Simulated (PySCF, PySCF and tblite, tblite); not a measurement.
**C₆H₆F+: a path driven as a shift of bonds, and NMR exchange**

How fast is a shift of bonds in C₆H₆F+ (`FC1C=C[CH+]C=C1`), and when do the exchanging lines merge?

Computed with tblite 0.8.0 (tight binding) and PySCF 2.14.0 (DFT, with response routines of our own); each step states its level. Atoms count from 0 throughout.

### Step 1. The molecule as given

13 atoms, charge 1, multiplicity 1; geometry from: force field or distance geometry start.

Bonds of the start (Å): C1–C2 1.53, C1–C6 1.51, C1–H7 1.10, C2–C3 1.34, C2–H8 1.08, C3–C4 1.44, C3–H9 1.09, C4–C5 1.45, C4–H10 1.08, C5–C6 1.34, C5–H11 1.08, C6–H12 1.09, F0–C1 1.35.

### Step 2. GFN2-xTB relaxation, start minimum

What the job is given:

```
{"job": {"xc": "GFN2-xTB", "basis": "xTB", "kind": "relax"}, "charge": 1, "multiplicity": 1}
F     -1.711800    -0.890100    -1.457600
C     -1.179300    -0.586500    -0.253400
C      0.125900    -1.361100    -0.075400
C      1.288200    -0.759300     0.196500
C      1.323500     0.666700     0.367100
C      0.153800     1.496300     0.158200
C     -1.012600     0.909200    -0.126800
H     -1.879000    -0.926200     0.521600
H      0.069000    -2.435700    -0.210400
H      2.203400    -1.334400     0.315900
H      2.268500     1.143800     0.588300
H      0.253100     2.571200     0.236800
H     -1.907000     1.506700    -0.278500
```

The run is started by

```console
OMP_NUM_THREADS=1 python ens_run.py task.json out
```

One launch serves the whole session.

Log:

```text
step      E/eV     max force
  0    -546.85305    2.423
  1    -546.96154    1.207
  2    -547.00105    0.410
  3    -547.02150    0.386
  4    -547.04460    0.437
  5    -547.06035    0.322
  6    -547.07619    0.370
  7    -547.09460    0.380
  8    -547.11404    0.380
  9    -547.12996    0.364
 10    -547.14362    0.314
 11    -547.15656    0.391
 12    -547.17006    0.339
 13    -547.18155    0.295
 14    -547.18829    0.206
 15    -547.19151    0.157
 16    -547.19383    0.148
 17    -547.19647    0.150
 18    -547.19969    0.170
 19    -547.20373    0.221
 20    -547.20910    0.251
 21    -547.21558    0.258
 22    -547.22142    0.227
 23    -547.22535    0.184
 24    -547.22786    0.102
 25    -547.22939    0.121
 26    -547.23048    0.079
 27    -547.23117    0.064
 28    -547.23158    0.046
 29    -547.23176    0.033
 30    -547.23198    0.037
 31    -547.23210    0.033
 32    -547.23218    0.018
 33    -547.23221    0.014
 34    -547.23223    0.010
 35    -547.23224    0.011
 36    -547.23225    0.008
 37    -547.23226    0.008
 38    -547.23227    0.007
 39    -547.23228    0.008
 40    -547.23228    0.005
 41    -547.23228    0.002
```

It took 0.23 s on 1 thread of Arm Neoverse V1, shared host.

Gain 0.379 eV; displacement 0.22 Å root mean square.

### Step 3. Relaxed scan, to the middle

What the job is given:

```
{"job": {"xc": "GFN2-xTB", "basis": "xTB", "coordinate": [["d", [7, 1], 1], ["d", [7, 2], -1]], "kind": "drive"}, "charge": 1, "multiplicity": 1}
F     -2.039061    -1.042854    -1.185335
C     -1.110106    -0.561691    -0.339497
C      0.122724    -1.346357    -0.217252
C      1.259881    -0.734879     0.239780
C      1.285222     0.651720     0.440402
C      0.163752     1.456039     0.197662
C     -1.000326     0.898534    -0.260635
H     -1.529264    -0.751034     0.701643
H      0.083408    -2.397933    -0.468984
H      2.163814    -1.310665     0.378052
H      2.213902     1.121935     0.735972
H      0.243086     2.528434     0.304444
H     -1.861419     1.489238    -0.543980
```

Log:

```text
point  coordinate     E/eV
  0     -0.692     -547.20332
  1     -0.528     -547.13651
  2     -0.347     -547.07654
  3     -0.158     -547.07809
  4      0.030     -547.15829
```

Run time: 0.44 s. Hardware: 1 thread of Arm Neoverse V1, shared host.

The highest point is number 2, 2.9 kcal/mol above the first.

### Step 4. Relaxed scan, from the middle, back

What the job is given:

```
{"job": {"xc": "GFN2-xTB", "basis": "xTB", "coordinate": [["d", [7, 1], 1], ["d", [7, 2], -1]], "kind": "drive"}, "charge": 1, "multiplicity": 1}
F     -2.171799    -0.992965    -1.067162
C     -1.115037    -0.459837    -0.491015
C      0.018550    -1.324508    -0.164730
C      1.207703    -0.705723     0.282817
C      1.254571     0.658396     0.463114
C      0.148836     1.468767     0.164991
C     -1.018739     0.933339    -0.334006
H     -0.950395    -1.095643     0.649493
H      0.001216    -2.367213    -0.463486
H      2.084835    -1.314889     0.448444
H      2.170068     1.123978     0.796517
H      0.232471     2.538947     0.283267
H     -1.844528     1.553942    -0.649250
```

Log:

```text
point  coordinate     E/eV
  0     -0.056     -547.11269
  1     -0.180     -547.07368
  2     -0.302     -547.06974
  3     -0.423     -547.09576
  4     -0.537     -547.14011
  5     -0.645     -547.18540
  6     -0.747     -547.21876
  7     -0.843     -547.23128
```

It took 0.49 s on 1 thread of Arm Neoverse V1, shared host.

The highest point is number 2, 1.0 kcal/mol above the first.

### Step 5. Relaxed scan, from the middle, on

job is that of step 4.

Log:

```text
point  coordinate     E/eV
  0      0.174     -547.26487
  1      0.284     -547.36657
  2      0.392     -547.48350
  3      0.496     -547.60457
  4      0.596     -547.72190
  5      0.692     -547.82743
  6      0.785     -547.91517
  7      0.874     -547.97942
```

Run time: 0.79 s. Hardware: 1 thread of Arm Neoverse V1, shared host.

### Step 6. Nudged elastic band, leg 1

What the job is given:

```
{"job": {"xc": "GFN2-xTB", "basis": "xTB", "kind": "neb"}, "charge": 1, "multiplicity": 1}
F     -2.025171    -1.059930    -1.198688
C     -1.103058    -0.569961    -0.350405
C      0.134374    -1.346119    -0.219488
C      1.265437    -0.725669     0.240562
C      1.281039     0.661618     0.437226
C      0.155682     1.457703     0.185801
C     -1.002507     0.891191    -0.276428
H     -1.525542    -0.758393     0.689499
H      0.103344    -2.399057    -0.466524
H      2.172510    -1.295022     0.384497
H      2.205096     1.138839     0.736107
H      0.227427     2.530951     0.289130
H     -1.865239     1.476114    -0.566676
```

Log:

```text
image   E - E0 / eV
  0       0.0000
  1       0.0814
  2       0.1654
  3      -0.3188
  4      -0.6540
  5      -0.7607
  6      -0.7896
```

It took 1.1 s on 1 thread of Arm Neoverse V1, shared host.

The highest point is number 2, 3.8 kcal/mol above the first.

### Step 7. Saddle search, leg 1

What the job is given:

```
{"job": {"xc": "GFN2-xTB", "basis": "xTB", "kind": "saddle"}, "charge": 1, "multiplicity": 1}
F     -2.126945    -1.020996    -1.115622
C     -1.111358    -0.496312    -0.445924
C      0.061324    -1.328610    -0.177894
C      1.223242    -0.708927     0.278143
C      1.257612     0.662358     0.462300
C      0.141369     1.464602     0.182641
C     -1.020508     0.918558    -0.308831
H     -1.099739    -0.998764     0.663255
H      0.026082    -2.383020    -0.421782
H      2.112827    -1.303537     0.428359
H      2.174626     1.134042     0.783626
H      0.219005     2.535525     0.297235
H     -1.857538     1.525082    -0.625506
```

Log:

```text
step      E/eV     max force
  0    -547.06687   0.0594
  1    -547.06813   0.0062
  2    -547.06813   0.0000
lowest wavenumbers (cm-1): -725.9 212.2 332.3 370.6 460.1 485.1
```

Run time: 1.1 s. Hardware: 1 thread of Arm Neoverse V1, shared host.

Point group C1; 1 imaginary mode, 726i cm⁻¹, carried by H7, C1, C2. Steps downhill from it reached both ends.

### Step 8. DFT refinement, start: PBE0-D3(BJ)/def2-SVP

What the job is given:

```
{"job": {"xc": "PBE0", "basis": "def2-SVP", "kind": "refine"}, "charge": 1, "multiplicity": 1}
F     -2.039061    -1.042854    -1.185335
C     -1.110106    -0.561691    -0.339497
C      0.122724    -1.346357    -0.217252
C      1.259881    -0.734879     0.239780
C      1.285222     0.651720     0.440402
C      0.163752     1.456039     0.197662
C     -1.000326     0.898534    -0.260635
H     -1.529264    -0.751034     0.701643
H      0.083408    -2.397933    -0.468984
H      2.163814    -1.310665     0.378052
H      2.213902     1.121935     0.735972
H      0.243086     2.528434     0.304444
H     -1.861419     1.489238    -0.543980
```

Log:

```text
step      E/eV     max force
  0     -9011.01544   0.5834
  1     -9011.06557   0.1158
  2     -9011.06723   0.0281
  3     -9011.06741   0.0180
  4     -9011.06742   0.0068
```

It took 45 s on 1 thread of Arm Neoverse V1, shared host; peak memory 0.6 GiB.

The energy fell by 0.052 eV, and the atoms moved 0.05 Å (root mean square).

**DFT refinement, saddle of leg 1: PBE0-D3(BJ)/def2-SVP**

What the job is given:

```
{"job": {"xc": "PBE0", "basis": "def2-SVP", "kind": "refine"}, "charge": 1, "multiplicity": 1}
F     -2.139671    -1.022397    -1.095908
C     -1.112577    -0.496642    -0.443592
C      0.064974    -1.328177    -0.190139
C      1.223602    -0.708869     0.273916
C      1.255740     0.661894     0.463913
C      0.141908     1.465301     0.179230
C     -1.020182     0.919039    -0.311003
H     -1.088877    -0.998667     0.662920
H      0.030937    -2.382589    -0.434423
H      2.109173    -1.304904     0.439521
H      2.170307     1.131860     0.795278
H      0.219002     2.536731     0.291457
H     -1.854336     1.527420    -0.631167
```

Log:

```text
step      E/eV     max force
  0     -9010.87538   1.1050
  1     -9010.95869   0.3081
  2     -9010.96118   0.0694
  3     -9010.96146   0.0179
  4     -9010.96147   0.0090
```

Wall time 47 s (1 thread of Arm Neoverse V1, shared host); peak memory 0.59 GiB.

Gain 0.086 eV; displacement 0.05 Å root mean square.

DFT refinement, end: PBE0-D3(BJ)/def2-SVP:

What the job is given:

```
{"job": {"xc": "PBE0", "basis": "def2-SVP", "kind": "refine"}, "charge": 1, "multiplicity": 1}
F     -2.298866    -0.907115    -0.869342
C     -1.179576    -0.374932    -0.453380
C     -0.129399    -1.300762    -0.030494
C      1.105565    -0.665947     0.428528
C      1.241254     0.691562     0.450588
C      0.185192     1.516176     0.027583
C     -1.021818     0.991055    -0.423834
H     -0.520013    -1.986859     0.742783
H      0.085714    -2.021729    -0.839968
H      1.911393    -1.309751     0.752435
H      2.159331     1.145260     0.792894
H      0.311759     2.590143     0.053416
H     -1.827145     1.635163    -0.746596
```

Log:

```text
step      E/eV     max force
  0     -9011.86129   0.8485
  1     -9011.89628   0.1707
  2     -9011.89694   0.0219
  3     -9011.89695   0.0028
```

Run time: 38 s. Hardware: 1 thread of Arm Neoverse V1, shared host; peak memory 0.58 GiB.

The energy fell by 0.036 eV, and the atoms moved 0.02 Å (root mean square).

### Step 9. Shieldings, start: revPBE/pcSseg-1

What the job is given:

```
{"job": {"kind": "nmr", "xc": "revPBE", "basis": "pcSseg-1", "pop": false}, "charge": 1, "multiplicity": 1}
F     -2.048591    -1.047586    -1.177952
C     -1.101977    -0.558360    -0.379115
C      0.120795    -1.347959    -0.247825
C      1.262097    -0.746508     0.226564
C      1.277504     0.647565     0.426780
C      0.156010     1.464294     0.183917
C     -1.002426     0.897063    -0.291089
H     -1.420821    -0.696718     0.717808
H      0.056845    -2.421820    -0.451498
H      2.165157    -1.335025     0.401738
H      2.203660     1.117624     0.772514
H      0.224111     2.544782     0.327007
H     -1.896751     1.483135    -0.526578
```

Log:

```text
coarse grid: 11328 points
cycle   1  E = -331.5252079410  dE =  1.153e+00  |g| = 4.943e-01  |ddm| = 3.423e+00
cycle   2  E = -331.3930137518  dE =  1.322e-01  |g| = 9.659e-01  |ddm| = 1.364e+00
cycle   3  E = -331.5632315221  dE = -1.702e-01  |g| = 1.680e-01  |ddm| = 9.169e-01
cycle   4  E = -331.5694641801  dE = -6.233e-03  |g| = 8.299e-02  |ddm| = 2.021e-01
cycle   5  E = -331.5712947527  dE = -1.831e-03  |g| = 2.204e-02  |ddm| = 8.200e-02
cycle   6  E = -331.5714250231  dE = -1.303e-04  |g| = 4.661e-03  |ddm| = 2.872e-02
cycle   7  E = -331.5714297647  dE = -4.742e-06  |g| = 1.781e-03  |ddm| = 6.105e-03
final grid: 111088 points
cycle   8  E = -331.6293987909  dE = -5.272e-05  |g| = 9.151e-03  |ddm| = 5.416e-02
cycle   9  E = -331.6293687774  dE =  3.001e-05  |g| = 1.491e-02  |ddm| = 2.389e-02
cycle  10  E = -331.6294190507  dE = -5.027e-05  |g| = 2.807e-03  |ddm| = 1.622e-02
cycle  11  E = -331.6294204819  dE = -1.431e-06  |g| = 9.562e-04  |ddm| = 3.181e-03
cycle  12  E = -331.6294207353  dE = -2.533e-07  |g| = 3.463e-04  |ddm| = 1.175e-03
cycle  13  E = -331.6294207668  dE = -3.154e-08  |g| = 3.899e-05  |ddm| = 3.297e-04
cycle  14  E = -331.6294207671  dE = -2.818e-10  |g| = 2.083e-05  |ddm| = 5.267e-05
converged SCF energy = -331.6294207671

GIAO shielding tensors (ppm)
atom      isotropic    diamagn.    paramagn.     s11        s22        s33       span
  0 F      334.594     469.003    -134.409    290.394    336.889    376.499     86.106
  1 C       70.558     248.568    -178.010     64.646     67.076     79.952     15.305
  2 C       -4.529     255.129    -259.658   -127.504    -53.047    166.963    294.467
  3 C       39.393     253.234    -213.840    -60.314     13.319    165.176    225.490
  4 C       11.536     253.150    -241.613    -94.673    -44.006    173.288    267.961
  5 C       39.396     253.237    -213.841    -60.311     13.322    165.177    225.488
  6 C       -4.514     255.124    -259.638   -127.476    -53.050    166.984    294.460
  7 H       25.137      26.380      -1.243     20.575     23.453     31.382     10.807
  8 H       21.820      28.537      -6.717     16.310     23.092     26.058      9.747
  9 H       22.820      28.706      -5.886     20.177     22.515     25.769      5.593
 10 H       22.371      28.525      -6.153     19.349     21.691     26.074      6.724
 11 H       22.820      28.706      -5.886     20.176     22.516     25.770      5.593
 12 H       21.820      28.536      -6.715     16.311     23.093     26.057      9.745
```

Wall time 21 s (1 thread of Arm Neoverse V1, shared host); peak memory 0.59 GiB.

In short: HOMO -12.72 eV, LUMO -9.63 eV.

### Step 10. Shieldings, saddle of leg 1: revPBE/pcSseg-1

What the job is given:

```
{"job": {"kind": "nmr", "xc": "revPBE", "basis": "pcSseg-1", "pop": false}, "charge": 1, "multiplicity": 1}
F     -2.120606    -1.038639    -1.107578
C     -1.089844    -0.507938    -0.492573
C      0.074072    -1.323650    -0.242785
C      1.233176    -0.715820     0.259810
C      1.266238     0.660266     0.439176
C      0.140719     1.467248     0.162964
C     -1.023004     0.911487    -0.320307
H     -1.042640    -0.899016     0.669795
H     -0.015887    -2.402404    -0.406450
H      2.103168    -1.336190     0.485203
H      2.180088     1.130141     0.812069
H      0.198988     2.547727     0.313597
H     -1.904467     1.506787    -0.572923
```

Log:

```text
coarse grid: 11328 points
cycle   1  E = -331.5049413377  dE =  1.247e+00  |g| = 5.335e-01  |ddm| = 3.447e+00
cycle   2  E = -331.3007560656  dE =  2.042e-01  |g| = 1.090e+00  |ddm| = 1.599e+00
cycle   3  E = -331.5574764447  dE = -2.567e-01  |g| = 1.827e-01  |ddm| = 1.136e+00
cycle   4  E = -331.5655805694  dE = -8.104e-03  |g| = 7.382e-02  |ddm| = 2.179e-01
cycle   5  E = -331.5668846778  dE = -1.304e-03  |g| = 2.593e-02  |ddm| = 7.930e-02
cycle   6  E = -331.5670495974  dE = -1.649e-04  |g| = 6.137e-03  |ddm| = 2.905e-02
cycle   7  E = -331.5670571516  dE = -7.554e-06  |g| = 2.636e-03  |ddm| = 7.274e-03
final grid: 111088 points
cycle   8  E = -331.6237623329  dE = -4.626e-05  |g| = 9.891e-03  |ddm| = 5.347e-02
cycle   9  E = -331.6236914568  dE =  7.088e-05  |g| = 1.880e-02  |ddm| = 2.730e-02
cycle  10  E = -331.6237835284  dE = -9.207e-05  |g| = 4.638e-03  |ddm| = 1.998e-02
cycle  11  E = -331.6237895224  dE = -5.994e-06  |g| = 8.938e-04  |ddm| = 4.821e-03
cycle  12  E = -331.6237896974  dE = -1.750e-07  |g| = 2.699e-04  |ddm| = 1.047e-03
cycle  13  E = -331.6237897098  dE = -1.241e-08  |g| = 3.978e-05  |ddm| = 2.455e-04
cycle  14  E = -331.6237897100  dE = -2.293e-10  |g| = 2.386e-05  |ddm| = 6.054e-05
converged SCF energy = -331.6237897100

GIAO shielding tensors (ppm)
atom      isotropic    diamagn.    paramagn.     s11        s22        s33       span
  0 F      283.826     470.528    -186.702    233.679    255.061    362.739    129.060
  1 C       52.571     250.662    -198.091     21.580     50.452     85.682     64.102
  2 C       41.977     257.657    -215.680    -35.023     -0.831    161.785    196.808
  3 C       41.857     253.129    -211.272    -54.255     11.906    167.919    222.174
  4 C       26.678     252.784    -226.106    -83.305    -13.832    177.172    260.477
  5 C       32.988     253.378    -220.390    -71.885      2.542    168.305    240.190
  6 C       27.511     254.697    -227.186    -63.925    -15.189    161.647    225.572
  7 H       25.211      25.589      -0.378     18.748     22.317     34.568     15.820
  8 H       22.824      28.696      -5.872     19.411     23.411     25.651      6.240
  9 H       22.843      28.991      -6.148     19.612     23.060     25.858      6.246
 10 H       22.482      28.696      -6.214     19.683     21.765     25.998      6.315
 11 H       22.537      28.661      -6.124     19.627     22.124     25.860      6.233
 12 H       22.416      28.515      -6.099     18.764     22.328     26.157      7.393
```

It took 25 s on 1 thread of Arm Neoverse V1, shared host; peak memory 0.59 GiB.

This run: HOMO -12.67 eV, LUMO -8.62 eV.

The fields below are evaluated on a grid from the run's orbitals.

Frontier orbitals at revPBE/pcSseg-1, with the share of their density that lies nearest to each atom:

| orbital | energy (eV) | lies on |
| --- | --- | --- |
| HOMO | -12.67 | C3, C6 about 26 % each; C2 11 %; C5 8 % |
| LUMO | -8.62 | C2, C4, C6 about 20 % each; H7 15 % |

ELF in a plane through or near 12 of the atoms.

Values, 10 rows by 14 columns:
```
0.00 0.00 0.00 0.00 0.00 0.00 0.00 0.00 0.00 0.00 0.00 0.00 0.00 0.00
0.00 0.00 0.00 0.00 0.00 0.00 0.01 0.00 0.00 0.00 0.00 0.00 0.00 0.00
0.00 0.00 0.00 0.00 0.06 0.98 0.99 0.21 0.03 0.85 0.39 0.00 0.00 0.00
0.00 0.00 0.02 0.19 0.02 0.66 0.87 0.52 0.68 1.00 0.97 0.02 0.00 0.00
0.00 0.00 0.35 0.86 0.76 0.39 0.81 0.67 0.28 0.68 0.06 0.04 0.00 0.00
0.00 0.00 0.28 0.75 0.31 0.72 0.57 0.15 0.57 0.24 1.00 0.99 0.11 0.00
0.00 0.00 0.00 0.01 0.63 0.89 0.34 0.42 0.22 0.29 0.66 0.68 0.00 0.00
0.00 0.00 0.00 0.14 0.99 0.99 0.13 0.72 1.00 0.95 0.00 0.00 0.00 0.00
0.00 0.00 0.00 0.00 0.01 0.03 0.00 0.18 0.94 0.50 0.00 0.00 0.00 0.00
0.00 0.00 0.00 0.00 0.00 0.00 0.00 0.00 0.00 0.00 0.00 0.00 0.00 0.00
```
The map spans 10.3 Å across and 10.0 Å up, centred on the molecule. Atoms in the plane (x, y in Å): F0 (-2.5, 0.5), C1 (-1.3, 0.3), C2 (-0.8, -1.1), C3 (0.6, -1.3), C4 (1.5, -0.2), C5 (1.0, 1.1), C6 (-0.3, 1.4), H8 (-1.5, -1.9), H9 (1.0, -2.3), H10 (2.6, -0.4), H11 (1.7, 1.9), H12 (-0.7, 2.4).

log10 of the density (e/Å³) in the same plane.

Ten even steps from '0' (-4.0) to '9' (1.7):
```
0000000000000000000000000000
0000000000000000000000000000
0000000001122110000000000000
0000000012344332222211000000
0000000124455543344332100000
0000012234577655566543210000
0001234444577766677643210000
0002456665679977877643210000
0013568877777767776544321000
0013568877976656777655432000
0003456666776666798776542100
0001344556777767777666542000
0000123456777779766554331000
0000013457766667765432210000
0000012356655566765421000000
0000001234433345554311000000
0000000122222233433210000000
0000000000000011211000000000
0000000000000000000000000000
0000000000000000000000000000
```
The map spans 10.3 Å across and 10.0 Å up, centred on the molecule. Atoms in the plane (x, y in Å): F0 (-2.5, 0.5), C1 (-1.3, 0.3), C2 (-0.8, -1.1), C3 (0.6, -1.3), C4 (1.5, -0.2), C5 (1.0, 1.1), C6 (-0.3, 1.4), H8 (-1.5, -1.9), H9 (1.0, -2.3), H10 (2.6, -0.4), H11 (1.7, 1.9), H12 (-0.7, 2.4).

On the surface of density 0.002 e/bohr³ the electrostatic potential runs, from the 1st to the 99th percentile, from 3.39 V near F0 to 6.48 V near H7.

[end of part 1 of 2]
